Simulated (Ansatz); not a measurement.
# C2H2AlCl (SMILES C#[C][AlH][Cl]): one structure at several levels

One table from this session's results is given with a row withheld; the runs are named, their logs left out.

Program: Ansatz 0.2.0, Gaussian basis. Level of theory: single points in def2-TZVPP. These are calculated values, not measurements.

Cores are frozen in the correlated methods.

## The starting structure

SMILES `C#[C][AlH][Cl]`, 6 atoms, charge 0, spin multiplicity 1.

Atoms are counted from 1 here; the program's logs count them from 0.

Bond lengths: C1–C2 1.182 Å, C1–H5 1.045 Å, C2–Al3 2.030 Å, Al3–Cl4 1.965 Å, Al3–H6 1.476 Å. Angles: C2–C1–H5 173.2°, C1–C2–Al3 176.7°, C2–Al3–Cl4 119.0°, C2–Al3–H6 122.9°, Cl4–Al3–H6 115.6°.

Geometry (Å):

```mol
C2H2AlCl
  3D, bonds by distance, orders not assigned

  6  5  0  0  0  0  0  0  0  0999 V2000
    0.2117    0.8819   -1.6542 C   0  0
    0.1114    0.2795   -0.6423 C   0  0
   -0.0245   -0.6610    1.1515 Al  0  0
   -1.2117   -2.2172    1.3241 Cl  0  0
    0.3583    1.5018   -2.4824 H   0  0
    0.3918   -0.0327    2.4206 H   0  0
  1  2  8  0
  1  5  8  0
  2  3  8  0
  3  4  8  0
  3  6  8  0
M  END
```

Set-up of the first run:

File run/in.yaml:

```yaml
crystal:
  periodic: [false, false, false]
  atoms:
    - {symbol: C, position_ang: [0.211700, 0.881900, -1.654200]}
    - {symbol: C, position_ang: [0.111400, 0.279500, -0.642300]}
    - {symbol: Al, position_ang: [-0.024500, -0.661000, 1.151500]}
    - {symbol: Cl, position_ang: [-1.211700, -2.217200, 1.324100]}
    - {symbol: H, position_ang: [0.358300, 1.501800, -2.482400]}
    - {symbol: H, position_ang: [0.391800, -0.032700, 2.420600]}
basis:
  gaussian: {orbitals: def2-TZVPP}
correlation: {method: ccsd_t}
output: {forces: true}
```

No record of the launch command was kept for these runs.

Among the steps run: CCSD(T)/def2-TZVPP; PBE0-D4/def2-TZVPP; wB97M-V/def2-TZVPP; r2SCAN-D4/def2-TZVPP; PBE-D4/def2-TZVPP; HSE06-D4/def2-TZVPP; r2SCAN0-D4/def2-TZVPP.

One of the session's tables, all rows but one given; the rest of the session is left out.

| method | RMS force component (eV/Å) | angle to CCSD(T) forces (°) | dipole (D) |
| --- | --- | --- | --- |
| CCSD(T) | 2.074 | reference | 1.04 |
| PBE0-D4 | 1.750 | 8.4 | 1.05 |
| wB97M-V | ? | ? | ? |
| r2SCAN-D4 | 1.831 | 6.0 | 1.04 |
| PBE-D4 | 1.994 | 3.7 | 0.96 |
| HSE06-D4 | 1.761 | 8.2 | 1.05 |
| r2SCAN0-D4 | 1.656 | 10.6 | 1.09 |

Q: Estimate the row for wB97M-V from the others.

The run gave: RMS force component (eV/Å): 1.682; angle to CCSD(T) forces (°): 9.7; dipole (D): 1.03. In the column «RMS force component (eV/Å)» it lies between r2SCAN0-D4 (1.656) and PBE0-D4 (1.750).
